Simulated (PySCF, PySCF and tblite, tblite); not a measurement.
# C5H11B: a path driven as rotation about a bond, and NMR exchange, part 1 of 2

Aim: the barrier and rate of rotation about a bond in C5H11B (`C=C(C)B(C)C`), and what it does to NMR lines.

Computed with tblite 0.8.0 (tight binding) and PySCF 2.14.0 (DFT, with response routines of our own); each step states its level. Atoms count from 0 throughout.

## 1. The starting structure

17 atoms, charge 0, multiplicity 1; geometry from: force field or distance geometry start.

Bonds of the start (Å): B3–C4 1.60, B3–C5 1.60, C0–C1 1.35, C0–H6 1.08, C0–H7 1.09, C1–B3 1.59, C1–C2 1.52, C2–H10 1.10, C2–H8 1.11, C2–H9 1.11, C4–H11 1.11, C4–H12 1.10, C4–H13 1.10, C5–H14 1.12, C5–H15 1.10, C5–H16 1.10.

## 2. GFN2-xTB relaxation, start minimum

The job: settings as JSON, then the geometry in Å.

```
{"job": {"xc": "GFN2-xTB", "basis": "xTB", "kind": "relax"}, "charge": 0, "multiplicity": 1}
C      1.373000     1.332400     0.759100
C      0.881400     0.210700     0.201500
C      1.837700    -0.921900    -0.131900
B     -0.667500     0.039800    -0.090400
C     -1.208000    -1.323000    -0.727600
C     -1.711400     1.194000     0.264400
H      2.425700     1.456800     0.956300
H      0.722100     2.169500     1.026400
H      1.548600    -1.835700     0.427700
H      1.772200    -1.130000    -1.219700
H      2.879400    -0.674900     0.116200
H     -2.310600    -1.284500    -0.871400
H     -0.733700    -1.471400    -1.714500
H     -0.957300    -2.177600    -0.075500
H     -1.677100     1.416000     1.357600
H     -1.443500     2.113300    -0.285400
H     -2.737900     0.898300    -0.003000
```

On the command line:

```bash
$ OMP_NUM_THREADS=1 python ens_run.py task.json out
```

This one command runs the whole study; its stages follow in the order run.

Log:

```text
step      E/eV     max force
  0    -476.06193    0.881
  1    -476.11782    0.473
  2    -476.15712    0.499
  3    -476.16356    0.230
  4    -476.16530    0.115
  5    -476.16607    0.105
  6    -476.16734    0.089
  7    -476.16824    0.094
  8    -476.16886    0.067
  9    -476.16922    0.053
 10    -476.16958    0.060
 11    -476.16999    0.053
 12    -476.17038    0.052
 13    -476.17073    0.043
 14    -476.17110    0.060
 15    -476.17149    0.053
 16    -476.17179    0.045
 17    -476.17193    0.028
 18    -476.17200    0.021
 19    -476.17206    0.019
 20    -476.17210    0.020
 21    -476.17212    0.014
 22    -476.17214    0.012
 23    -476.17216    0.012
 24    -476.17218    0.013
 25    -476.17220    0.012
 26    -476.17221    0.009
 27    -476.17223    0.008
 28    -476.17224    0.010
 29    -476.17225    0.010
 30    -476.17225    0.006
 31    -476.17226    0.004
 32    -476.17226    0.004
 33    -476.17226    0.004
 34    -476.17226    0.003
 35    -476.17226    0.003
 36    -476.11387    1.032
 37    -476.15770    0.421
 38    -476.16824    0.293
 39    -476.17144    0.212
 40    -476.17295    0.091
 41    -476.17326    0.057
 42    -476.17347    0.035
 43    -476.17361    0.035
 44    -476.17372    0.031
 45    -476.17382    0.024
 46    -476.17391    0.021
 47    -476.17399    0.024
 48    -476.17408    0.031
 49    -476.17417    0.028
 50    -476.17425    0.026
 51    -476.17432    0.019
 52    -476.17437    0.017
 53    -476.17442    0.017
 54    -476.17446    0.015
 55    -476.17448    0.013
 56    -476.17450    0.013
 57    -476.17452    0.010
 58    -476.17453    0.009
 59    -476.17454    0.006
 60    -476.17455    0.006
 61    -476.17455    0.007
 62    -476.17456    0.010
 63    -476.17457    0.009
 64    -476.17458    0.007
 65    -476.17459    0.009
 66    -476.17461    0.010
 67    -476.17463    0.011
 68    -476.17464    0.008
 69    -476.17465    0.010
 70    -476.17467    0.013
 71    -476.17469    0.015
 72    -476.17472    0.018
 73    -476.17475    0.016
 74    -476.17479    0.019
 75    -476.17485    0.025
 76    -476.17495    0.032
 77    -476.17509    0.042
 78    -476.17526    0.036
 79    -476.17545    0.032
 80    -476.17569    0.041
 81    -476.17609    0.061
 82    -476.17666    0.081
 83    -476.17720    0.072
 84    -476.17715    0.103
 85    -476.17782    0.046
 86    -476.17802    0.040
 87    -476.17855    0.043
 88    -476.17881    0.039
 89    -476.17903    0.027
 90    -476.17919    0.022
 91    -476.17932    0.021
 92    -476.17939    0.022
 93    -476.17943    0.019
 94    -476.17947    0.013
 95    -476.17951    0.010
 96    -476.17953    0.010
 97    -476.17955    0.009
 98    -476.17956    0.008
 99    -476.17957    0.010
100    -476.17960    0.010
101    -476.17963    0.010
102    -476.17966    0.011
103    -476.17968    0.012
104    -476.17970    0.010
105    -476.17973    0.010
106    -476.17975    0.009
107    -476.17976    0.010
108    -476.17978    0.010
109    -476.17979    0.009
110    -476.17982    0.010
111    -476.17985    0.012
112    -476.17988    0.009
113    -476.17989    0.010
114    -476.17992    0.011
115    -476.17995    0.011
116    -476.17998    0.012
117    -476.18000    0.009
118    -476.18001    0.008
119    -476.18002    0.009
120    -476.18004    0.010
121    -476.18006    0.012
122    -476.18008    0.014
123    -476.18011    0.014
124    -476.18015    0.013
125    -476.18019    0.017
126    -476.18023    0.014
127    -476.18027    0.015
128    -476.18031    0.014
129    -476.18037    0.016
130    -476.18044    0.031
131    -476.18052    0.030
132    -476.18064    0.027
133    -476.18079    0.027
134    -476.18094    0.028
135    -476.18099    0.037
136    -476.18111    0.017
137    -476.18114    0.011
138    -476.18117    0.010
139    -476.18118    0.008
140    -476.18119    0.008
141    -476.18120    0.008
142    -476.18120    0.008
143    -476.18121    0.008
144    -476.18122    0.006
145    -476.18122    0.005
146    -476.18123    0.007
147    -476.18124    0.008
148    -476.18125    0.008
149    -476.18126    0.009
150    -476.18127    0.008
151    -476.18128    0.007
152    -476.18129    0.007
153    -476.18130    0.010
154    -476.18131    0.012
155    -476.18132    0.010
156    -476.18134    0.009
157    -476.18136    0.011
158    -476.18139    0.014
159    -476.18143    0.013
160    -476.18146    0.010
161    -476.18147    0.007
162    -476.18148    0.007
163    -476.18149    0.009
164    -476.18151    0.009
165    -476.18152    0.009
166    -476.18153    0.009
167    -476.18154    0.010
168    -476.18156    0.008
169    -476.18157    0.008
170    -476.18157    0.007
171    -476.18158    0.005
172    -476.18158    0.005
173    -476.18158    0.005
174    -476.18159    0.006
175    -476.18159    0.005
176    -476.18159    0.003
```

Run time: 1.9 s. Hardware: 1 thread of Intel Xeon at 2.50GHz, shared host.

Gain 0.120 eV; displacement 0.40 Å root mean square.

## 3. Relaxed scan, rotation

The job: settings as JSON, then the geometry in Å.

```
{"job": {"xc": "GFN2-xTB", "basis": "xTB", "coordinate": [["t", [4, 3, 1, 0], 0.25], ["t", [4, 3, 1, 2], 0.25], ["t", [5, 3, 1, 0], 0.25], ["t", [5, 3, 1, 2], 0.25]], "kind": "drive"}, "charge": 0, "multiplicity": 1}
C      1.412117     1.396967     0.480034
C      0.870483     0.207677     0.212080
C      1.761984    -1.004024     0.137519
B     -0.657254     0.045242    -0.085370
C     -1.152789    -1.145953    -0.996133
C     -1.711808     1.062126     0.502078
H      2.473558     1.528637     0.634175
H      0.817634     2.293484     0.533446
H      1.407764    -1.772145     0.823417
H      1.740804    -1.424824    -0.866380
H      2.791430    -0.757575     0.390200
H     -2.188236    -1.050997    -1.314821
H     -0.539756    -1.276846    -1.886329
H     -1.074869    -2.080448    -0.439347
H     -1.380093     1.582522     1.396868
H     -1.916749     1.824530    -0.250879
H     -2.668381     0.591440     0.720149
```

Log:

```text
point  coordinate     E/eV
  0     78.900     -476.17432
  1     94.000     -476.16651
  2    109.000     -476.16621
  3    124.000     -476.16772
  4    138.900     -476.15892
  5    153.800     -476.13914
  6    168.900     -476.12199
  7    184.100     -476.11805
  8    199.200     -476.12957
  9    214.200     -476.14760
 10    229.100     -476.16909
 11    244.000     -476.17104
```

Wall time 6.6 s (1 thread of Intel Xeon at 2.50GHz, shared host).

The highest point is number 7, 1.3 kcal/mol above the first.

## 4. Nudged elastic band, leg 1

The job, as its differences from that of step 3:

```diff
@@ -1,2 +1,2 @@
-{"job": {"xc": "GFN2-xTB", "basis": "xTB", "coordinate": [["t", [4, 3, 1, 0], 0.25], ["t", [4, 3, 1, 2], 0.25], ["t", [5, 3, 1, 0], 0.25], ["t", [5, 3, 1, 2], 0.25]], "kind": "drive"}, "charge": 0, "multiplicity": 1}
+{"job": {"xc": "GFN2-xTB", "basis": "xTB", "kind": "neb"}, "charge": 0, "multiplicity": 1}
 C      1.412117     1.396967     0.480034
```

Log:

```text
image   E - E0 / eV
  0       0.0000
  1       0.0081
  2       0.0158
  3       0.0156
  4       0.0132
  5       0.0045
  6      -0.0000
```

Run time: 3.6 s. Hardware: 1 thread of Intel Xeon at 2.50GHz, shared host; peak memory 0.19 GiB.

The highest point is number 2, 0.4 kcal/mol above the first.

## 5. Saddle search, leg 1

The job: settings as JSON, then the geometry in Å.

```
{"job": {"xc": "GFN2-xTB", "basis": "xTB", "kind": "saddle"}, "charge": 0, "multiplicity": 1}
C      1.372854     1.267709     0.862785
C      0.864447     0.202306     0.238771
C      1.803223    -0.903374    -0.169632
B     -0.665219     0.049971    -0.068128
C     -1.184453    -1.293807    -0.715491
C     -1.696362     1.209619     0.223560
H      2.427325     1.356421     1.083980
H      0.759068     2.086298     1.195719
H      1.578674    -1.808332     0.393303
H      1.684612    -1.135914    -1.226114
H      2.841361    -0.629092     0.008644
H     -2.247556    -1.291948    -0.943052
H     -0.649711    -1.521949    -1.636191
H     -0.998612    -2.138289    -0.051775
H     -1.434927     1.843529     1.066465
H     -1.747472     1.865549    -0.646940
H     -2.707251     0.841303     0.384097
```

Log:

```text
step      E/eV     max force
  0    -476.16576   0.0534
  1    -476.16811   0.1373
  2    -476.16710   0.0262
  3    -476.16784   0.0529
  4    -476.16758   0.0126
  5    -476.16795   0.0210
  6    -476.16817   0.0198
  7    -476.16820   0.0325
  8    -476.16808   0.0170
  9    -476.16764   0.0763
 10    -476.16808   0.0132
 11    -476.16806   0.0170
 12    -476.16801   0.0082
 13    -476.16801   0.0259
 14    -476.16803   0.0067
 15    -476.16805   0.0117
 16    -476.16805   0.0024
lowest wavenumbers (cm-1): -52.8 29.5 81.6 167.5 225.8 246.3
```

Run time: 12 s. Hardware: 1 thread of Intel Xeon at 2.50GHz, shared host; peak memory 0.19 GiB.

Point group C1; 1 imaginary mode, 53i cm⁻¹, carried by H14, H15, C0, C5. Steps downhill from it reached both ends.

## 6. Nudged elastic band, leg 2

The job: settings as JSON, then the geometry in Å.

```
{"job": {"xc": "GFN2-xTB", "basis": "xTB", "kind": "neb"}, "charge": 0, "multiplicity": 1}
C      1.267860     1.087037     1.175293
C      0.853517     0.183877     0.285317
C      1.851713    -0.778180    -0.303420
B     -0.652827     0.054447    -0.117813
C     -1.210844    -1.339107    -0.608231
C     -1.630048     1.290646    -0.029925
H      2.295779     1.149311     1.502508
H      0.589035     1.787421     1.631874
H      1.598739    -1.799383    -0.022925
H      1.830686    -0.721291    -1.390809
H      2.862394    -0.563397     0.038378
H     -2.296300    -1.382295    -0.658338
H     -0.836780    -1.543427    -1.612002
H     -0.871702    -2.167794     0.011098
H     -1.133393     2.257116    -0.053928
H     -2.384699     1.279509    -0.813952
H     -2.176511     1.236425     0.912765
```

Log:

```text
image   E - E0 / eV
  0       0.0000
  1       0.0187
  2       0.0550
  3       0.0625
  4       0.0317
  5       0.0107
  6      -0.0000
```

It took 3.4 s on 1 thread of Intel Xeon at 2.50GHz, shared host; peak memory 0.2 GiB.

The highest point is number 3, 1.4 kcal/mol above the first.

## 7. Saddle search, leg 2

The job: settings as JSON, then the geometry in Å.

```
{"job": {"xc": "GFN2-xTB", "basis": "xTB", "kind": "saddle"}, "charge": 0, "multiplicity": 1}
C      1.271987     0.373315     1.592006
C      0.838994     0.103264     0.367020
C      1.823674    -0.096881    -0.756771
B     -0.679540    -0.025138    -0.011085
C     -1.428767    -1.390815     0.228543
C     -1.407920     1.199016    -0.690677
H      2.322679     0.473751     1.824535
H      0.592307     0.507731     2.416441
H      1.810553    -1.136786    -1.082454
H      1.551850     0.519912    -1.611895
H      2.834435     0.155693    -0.442377
H     -2.505700    -1.283769     0.332915
H     -1.262209    -2.030351    -0.639848
H     -1.051474    -1.940110     1.088234
H     -1.299526     2.103550    -0.093412
H     -0.942828     1.425055    -1.650224
H     -2.468512     1.042564    -0.870952
```

Log:

```text
step      E/eV     max force
  0    -476.11913   0.0575
  1    -476.12044   0.1107
  2    -476.12001   0.0269
  3    -476.12023   0.0567
  4    -476.12032   0.0273
  5    -476.12056   0.0140
  6    -476.12064   0.0082
  7    -476.12097   0.0246
  8    -476.12079   0.0057
  9    -476.12095   0.0090
 10    -476.12107   0.0123
 11    -476.12120   0.0102
 12    -476.12136   0.0255
 13    -476.12158   0.0472
 14    -476.12180   0.0725
 15    -476.12226   0.0477
 16    -476.12261   0.0468
 17    -476.12285   0.1069
 18    -476.12285   0.0284
 19    -476.12313   0.0439
 20    -476.12339   0.0737
 21    -476.12379   0.0425
 22    -476.12409   0.0621
 23    -476.12432   0.0457
 24    -476.12445   0.0220
 25    -476.12434   0.1085
 26    -476.12465   0.0309
 27    -476.12476   0.0424
 28    -476.12487   0.0114
 29    -476.12488   0.0380
 30    -476.12492   0.0046
 31    -476.12494   0.0120
 32    -476.12495   0.0000
lowest wavenumbers (cm-1): -45.8 51.9 85.8 129.1 142.8 169.2
```

It took 21 s on 1 thread of Intel Xeon at 2.50GHz, shared host; peak memory 0.2 GiB.

Point group C1; 1 imaginary mode, 46i cm⁻¹, carried by C2, C0, C4, C5. Steps downhill from it reached both ends.

## 8. Shieldings, start: B3LYP/pcSseg-1

The job: settings as JSON, then the geometry in Å.

```
{"job": {"kind": "nmr", "xc": "B3LYP", "basis": "pcSseg-1", "pop": false}, "charge": 0, "multiplicity": 1}
C      1.412117     1.396967     0.480034
C      0.870483     0.207677     0.212080
C      1.761984    -1.004024     0.137519
B     -0.657254     0.045242    -0.085370
C     -1.152789    -1.145953    -0.996133
C     -1.711808     1.062126     0.502078
H      2.473558     1.528637     0.634175
H      0.817634     2.293484     0.533446
H      1.407764    -1.772145     0.823417
H      1.740804    -1.424824    -0.866380
H      2.791430    -0.757575     0.390200
H     -2.188236    -1.050997    -1.314821
H     -0.539756    -1.276846    -1.886329
H     -1.074869    -2.080448    -0.439347
H     -1.380093     1.582522     1.396868
H     -1.916749     1.824530    -0.250879
H     -2.668381     0.591440     0.720149
```

Log:

```text
coarse grid: 13336 points
cycle   1  E = -221.8470803186  dE =  3.539e-01  |g| = 5.835e-01  |ddm| = 3.464e+00
cycle   2  E = -221.8159287375  dE =  3.115e-02  |g| = 6.725e-01  |ddm| = 1.138e+00
cycle   3  E = -221.9381188700  dE = -1.222e-01  |g| = 6.998e-02  |ddm| = 6.773e-01
cycle   4  E = -221.9389911641  dE = -8.723e-04  |g| = 4.100e-02  |ddm| = 8.742e-02
cycle   5  E = -221.9394312641  dE = -4.401e-04  |g| = 2.913e-03  |ddm| = 3.199e-02
cycle   6  E = -221.9394331596  dE = -1.896e-06  |g| = 5.453e-04  |ddm| = 3.462e-03
final grid: 126344 points
cycle   7  E = -221.9852484050  dE = -4.048e-05  |g| = 7.635e-03  |ddm| = 2.557e-02
cycle   8  E = -221.9852438821  dE =  4.523e-06  |g| = 8.694e-03  |ddm| = 1.287e-02
cycle   9  E = -221.9852632758  dE = -1.939e-05  |g| = 1.881e-04  |ddm| = 7.134e-03
cycle  10  E = -221.9852632771  dE = -1.320e-09  |g| = 1.700e-04  |ddm| = 3.093e-04
cycle  11  E = -221.9852632841  dE = -7.016e-09  |g| = 5.265e-05  |ddm| = 1.626e-04
cycle  12  E = -221.9852632848  dE = -7.124e-10  |g| = 7.188e-06  |ddm| = 5.341e-05
converged SCF energy = -221.9852632848

GIAO shielding tensors (ppm)
atom      isotropic    diamagn.    paramagn.     s11        s22        s33       span
  0 C       45.821     254.315    -208.494    -62.088     57.610    141.943    204.031
  1 C       17.934     259.617    -241.683   -103.950    -11.360    169.113    273.063
  2 C      155.027     247.031     -92.004    137.795    149.198    178.090     40.295
  3 B       17.059     189.294    -172.235    -48.278    -14.014    113.468    161.746
  4 C      168.954     252.092     -83.138    151.799    172.808    182.256     30.457
  5 C      168.637     251.946     -83.308    153.288    168.366    184.257     30.969
  6 H       25.846      31.519      -5.674     22.900     25.625     29.011      6.111
  7 H       26.042      33.413      -7.371     23.023     25.457     29.646      6.623
  8 H       29.911      30.770      -0.859     26.461     28.886     34.387      7.925
  9 H       29.507      30.872      -1.365     25.523     29.357     33.640      8.117
 10 H       30.051      30.348      -0.297     26.589     29.206     34.359      7.770
 11 H       30.813      31.160      -0.347     27.121     30.073     35.245      8.124
 12 H       30.913      31.975      -1.062     26.782     30.428     35.529      8.747
 13 H       31.138      31.286      -0.149     26.914     30.438     36.060      9.146
 14 H       30.720      32.436      -1.715     26.614     30.200     35.348      8.734
 15 H       30.961      30.781       0.180     27.330     29.532     36.020      8.690
 16 H       30.835      30.940      -0.105     27.146     30.125     35.234      8.089
```

Run time: 43 s. Hardware: 1 thread of Intel Xeon at 2.50GHz, shared host; peak memory 0.74 GiB.

Key values: HOMO -7.18 eV, LUMO -1.32 eV; dipole 0.24 D.

(Continued in part 2 of 2.)
